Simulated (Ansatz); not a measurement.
**CdCu2GeSe4 (I-42m): relaxation of the ions from a Python script**

A script is to give a relaxation of the ions; the system is CdCu2GeSe4 (I-42m).

All numbers are computed with Ansatz 0.2.0 through its Python package. Level of theory: DFT r2SCAN+D3(BJ), plane waves, PAW.

## Step 1: The structure

It takes space group I-42m (No. 121, tetragonal). The conventional cell has a = 5.748 Å, b = 5.748 Å, c = 11.053 Å, α = 90.00°, β = 90.00°, γ = 90.00°. Cd (site symmetry -42m) is surrounded by 4 Se at 2.65 Å. Cu (site symmetry -4) has 4 Se at 2.41 Å as nearest neighbours. Ge (site symmetry -42m) has 4 Se at 2.38 Å as nearest neighbours. Se (site symmetry m) has 1 Ge at 2.38 Å and 2 Cu at 2.41 Å and 1 Cd at 2.65 Å as nearest neighbours.

The script holds or builds the structure itself.

## Step 2: The code

The input, run_relax.py:

```python
# -*- coding: utf-8 -*-
import ansatz as az
from ase import Atoms
from ase.io import write
import matplotlib.pyplot as plt
import numpy as np

XC = "r2scan"
DISPERSION = "D3(BJ)"
MESH = (6, 6, 6)
FILLING = "Fixed"

lattice = az.Lattice.of(
    (-2.8741, 2.8741, 5.52665),
    (2.8741, -2.8741, 5.52665),
    (2.8741, 2.8741, -5.52665),
)
sites = [
    ("Cd", (0.0, 0.0, 0.0)),
    ("Cu", (0.25, 0.75, 0.5)),
    ("Cu", (0.75, 0.25, 0.5)),
    ("Ge", (0.5, 0.5, 0.0)),
    ("Se", (0.4042, 0.4042, 0.541)),
    ("Se", (0.5958, 0.1368, 0.0)),
    ("Se", (0.8632, 0.8632, 0.459)),
    ("Se", (0.1368, 0.5958, 0.0)),
]
system = az.Crystal(lattice=lattice)
for symbol, position in sites:
    system = system.atom(symbol, position)

job = (
    system.calculation()
    .functional(XC, dispersion=DISPERSION)
    .kpoints(*MESH)
    .occupations(FILLING)
    .relax()
    .band_table()
)
steps = []


def follow(event):
    if event["event"] != "relax_step":
        return
    row = event["data"]
    steps.append(row)
    print(f"step {row['step']:3d}  E = {row['lagrangian_ev']:.5f} eV  largest force component = {row['allowed_force_max_ev_ang']:.4f} eV/A")


out = job.session().plan(threads=1).execute(on_event=follow)
r = out.report

first, last = steps[0], steps[-1]
symbols = [site.symbol for site in out.lattice.sites]
print(f"energy gained {first['lagrangian_ev'] - last['lagrangian_ev']:.4f} eV in {len(steps) - 1} steps")

print("atom   start x y z (A)              end x y z (A)")
for symbol, a, b in zip(symbols, first["positions_ang"], last["positions_ang"]):
    print(f"{symbol:3s}", " ".join(f"{v:8.4f}" for v in a), "  ", " ".join(f"{v:8.4f}" for v in b))

relaxed = Atoms(symbols, positions=[site.position_ang for site in out.lattice.sites], cell=out.lattice.cell_ang, pbc=True)
write("relaxed.extxyz", relaxed, format="extxyz")

fig, (top, bottom) = plt.subplots(2, 1, sharex=True, figsize=(4.5, 4))
top.plot([s["lagrangian_ev"] - last["lagrangian_ev"] for s in steps], "o-")
top.set_ylabel("E - E(final) (eV)")
bottom.semilogy([max(s["allowed_force_max_ev_ang"], 1e-6) for s in steps], "s-")
bottom.set(xlabel="step", ylabel="largest force (eV/A)")
fig.tight_layout()
fig.savefig("relax.png", dpi=100)

energy = r["free_energy_ev"]
print("F of the CdCu2GeSe4 cell: {:.6f} eV = {:.6f} Ry = {:.6f} Ha".format(energy, energy / 13.605693, energy / 27.211386))
print("Fermi level {:.4f} eV, {} k-points, {} symmetry operations".format(r["fermi_energy_ev"], r["n_kpoints"], r["n_symmetry_ops"]))

levels = np.array(r["eigenvalues_ev"])
filled = round(r["n_electrons"] / 2)
top, bottom = levels[:, filled - 1], levels[:, filled]
print("top of band", filled, "at k =", r["kpoints_frac"][top.argmax()], f"{top.max():.4f} eV")
print("bottom of band", filled + 1, "at k =", r["kpoints_frac"][bottom.argmin()], f"{bottom.min():.4f} eV")
print(f"gap by band count {bottom.min() - top.max():.3f} eV, least direct gap {(bottom - top).min():.3f} eV")
```

## Step 3: Running it

Launch:

```
$ python run_relax.py
```

**Question.** What results will this script give? Wanted: free energy; moves of the relaxation; energy gained; last largest force component.

As calculated:

```
                    quantity                                value
                 free energy  -47750.7352 eV (-5968.8419 eV/atom)
     moves of the relaxation                                    2
               energy gained                         1.2 meV/atom
last largest force component                          0.0033 eV/Å
```

In words: After 2 moves the largest shift is 0.021 Å. The script had first distorted the structure, so the gain undoes that, in part or whole. Caveats:
- The run is spin-unpolarised.
- The dispersion term runs with damping parameters of another functional.
- The zero of the levels is a convention of the potentials, so an absolute Fermi energy is no work function.
- Energies along a relaxation are free energies. A last row that repeats the one before re-solves the same geometry more tightly.
